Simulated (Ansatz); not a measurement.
# C₂H₃NSe: one species, many methods

One table from this session's results is given with a row withheld; the runs are named, their logs left out.

Method: functionals in def2-TZVPP, the program's frozen cores in correlated methods; program: Ansatz 0.2.0, Gaussian basis.

The runs, in order: LDA (SPW92), PBE-D4, revPBE-D4, BLYP-D4, r2SCAN-D4, B97M-V, PBE0-D4, B3LYP-D4, r2SCANh-D4, r2SCAN0-D4, HSE06-D4, BHLYP-D4, CAM-B3LYP-D4, LC-ωPBE, ωB97X-V, ωB97M-V, B2PLYP, PBE-QIDH; CCSD(T)/def2-SVP; CCSD(T)/def2-TZVPP; MP2/def2-QZVPP; extrapolation to the limit; RPA on PBE.

## Structure used throughout

The geometry comes from an earlier relaxation with PBE0-D4 in a triple-zeta def2 set; it is a stationary point, not always the lowest conformer.

SMILES `C1=NC[Se]1`, 7 atoms, charge 0, spin multiplicity 1.

Atoms are counted from 1 here; the program's logs count them from 0.

Bond lengths: C1–N2 1.273 Å, C1–Se4 1.901 Å, C1–H5 1.087 Å, N2–C3 1.446 Å, C3–Se4 2.001 Å, C3–H6 1.089 Å, C3–H7 1.089 Å. Angles: N2–C1–Se4 103.9°, N2–C1–H5 126.8°, Se4–C1–H5 129.4°, C1–N2–C3 99.1°, N2–C3–Se4 92.9°, N2–C3–H6 113.4°, N2–C3–H7 113.4°, Se4–C3–H6 112.1°, Se4–C3–H7 112.1°, H6–C3–H7 111.6°, C1–Se4–C3 64.1°.

The first run:

The input, in.yaml:

```yaml
crystal:
  periodic: [false, false, false]
  atoms:
    - {symbol: C, position_ang: [-0.867984, 0.507864, -0.595528]}
    - {symbol: N, position_ang: [0.093600, 0.950867, 0.110497]}
    - {symbol: C, position_ang: [0.710527, -0.305779, 0.471906]}
    - {symbol: Se, position_ang: [-0.638188, -1.378681, -0.545760]}
    - {symbol: H, position_ang: [-1.630352, 1.096633, -1.099143]}
    - {symbol: H, position_ang: [0.677107, -0.513175, 1.540953]}
    - {symbol: H, position_ang: [1.716588, -0.425730, 0.071376]}
basis:
  gaussian: {orbitals: def2-TZVPP}
hamiltonian: {xc: lda}
output: {orbitals: {seedname: orbitals}}
```

On the command line:

```
$ ansatz run in.yaml --threads 2 --pin off --events-out ev --progress --plain --max-ram 4352MiB
```

Among the steps run: LDA; PBE-D4 (GGA); revPBE-D4 (GGA); BLYP-D4 (GGA); r2SCAN-D4 (meta-GGA); B97M-V (meta-GGA); B3LYP-D4 (hybrid); r2SCANh-D4 (hybrid); r2SCAN0-D4 (hybrid); HSE06-D4 (hybrid); BHLYP-D4 (hybrid); CAM-B3LYP-D4 (range-separated); LC-ωPBE (range-separated); ωB97X-V (range-separated); ωB97M-V (range-separated); B2PLYP (double hybrid); PBE-QIDH (double hybrid).

One table of the session follows, with a row left open; its other results are not shown here.

It belongs to the step «Frontier levels by functional». 

```
  functional  HOMO (eV)  gap (eV)
 LDA (SPW92)      -5.96      3.71
      PBE-D4      -5.78      3.73
   revPBE-D4      -5.72      3.74
     BLYP-D4      -5.62      3.65
   r2SCAN-D4      -6.02      4.13
      B97M-V      -6.05      4.25
     PBE0-D4      -6.88      5.76
    B3LYP-D4          ?         ?
  r2SCANh-D4      -6.42      4.89
  r2SCAN0-D4      -7.03      6.01
    HSE06-D4      -6.48      4.98
    BHLYP-D4      -7.83      7.67
CAM-B3LYP-D4      -8.15      8.10
     LC-ωPBE      -9.50     10.68
     ωB97X-V      -9.14     10.18
     ωB97M-V      -9.00      9.89
```

Q: Estimate the row for B3LYP-D4 from the others.

Worked estimate for «HOMO (eV)». Against the share of exact exchange, BLYP-D4 (0, -5.62), BHLYP-D4 (0.5, -7.83) give a slope of -4.42 per unit share; at 0.2 the line stands at -6.50.

As computed: HOMO (eV): -6.65; gap (eV): 5.27. In «HOMO (eV)» the line misses by +0.15.
